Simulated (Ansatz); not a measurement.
# Rb2WCl6: the cost of one run

Program: Ansatz 0.2.0. Level of theory: DFT r²SCAN+U (U = 2 eV, J = 0.7 eV on W d), plane waves, PAW, no spin–orbit coupling unless a run says so. These are calculated values, not measurements.

## (1) Starting point

It takes space group Fm-3m (No. 225, cubic). The conventional cell has a = 9.957 Å, b = 9.957 Å, c = 9.957 Å, α = 90.00°, β = 90.00°, γ = 90.00°. Rb (site symmetry -43m) is surrounded by 12 Cl at 3.52 Å. W (site symmetry m-3m) is surrounded by 6 Cl at 2.44 Å. Around Cl (site symmetry 4mm) lie 1 W at 2.44 Å and 4 Rb at 3.52 Å.

As a file:

```
CELL_PARAMETERS angstrom
0.00000 4.97850 4.97850
4.97850 0.00000 4.97850
4.97850 4.97850 0.00000
ATOMIC_POSITIONS crystal
Rb 0.25000 0.25000 0.25000
Rb 0.75000 0.75000 0.75000
W 0.00000 0.00000 0.00000
Cl 0.75500 0.24500 0.24500
Cl 0.24500 0.75500 0.75500
Cl 0.24500 0.75500 0.24500
Cl 0.75500 0.24500 0.75500
Cl 0.24500 0.24500 0.75500
Cl 0.75500 0.75500 0.24500
```

Magnetic order typed: ferromagnetic.

## (2) From atoms, symmetry kept, no search

input.yaml

```yaml
crystal:
  lattice:
    - [0.0, 4.97850102, 4.97850102]
    - [4.97850102, 0.0, 4.97850102]
    - [4.97850102, 4.97850102, 0.0]
  atoms:
    - { symbol: Rb, position: [0.25, 0.25, 0.25] }
    - { symbol: Rb, position: [0.75, 0.75, 0.75] }
    - { symbol: W, position: [0.0, 0.0, 0.0], spin: 2.0 }
    - { symbol: Cl, position: [0.755, 0.245, 0.245] }
    - { symbol: Cl, position: [0.245, 0.755, 0.755] }
    - { symbol: Cl, position: [0.245, 0.755, 0.245] }
    - { symbol: Cl, position: [0.755, 0.245, 0.755] }
    - { symbol: Cl, position: [0.245, 0.245, 0.755] }
    - { symbol: Cl, position: [0.755, 0.755, 0.245] }
basis:
  ecutwfc: 500
  ecutrho_ratio: 4
kpoints:
  mp_grid: { grid: [4, 4, 4] }
hamiltonian:
  xc: r2scan
  hubbard: { sites: [{ site: 2, l: d, u: 2.0, j: 0.7 }] }
scf:
  occupations: { method: gaussian, width: 0.05 }
  lower_state_search: "off"
  max_iter: 150
output:
  forces: true
  stress: true
  eigenvalues: true
  populations: true
  hubbard: { sites: [{ site: 2, l: d }] }
magnetization:
  spin_polarized: true
```

Run with:

```sh
$ ansatz run input.yaml --threads 8 --pin off --max-ram 12288MiB --backend cpu --events-out ev --progress --plain --runs-dir out
```

Q: Estimate wall time and peak memory on 8 threads of Arm Neoverse V2, shared host.

About 8.4 s, with a peak of 1.6 GiB.
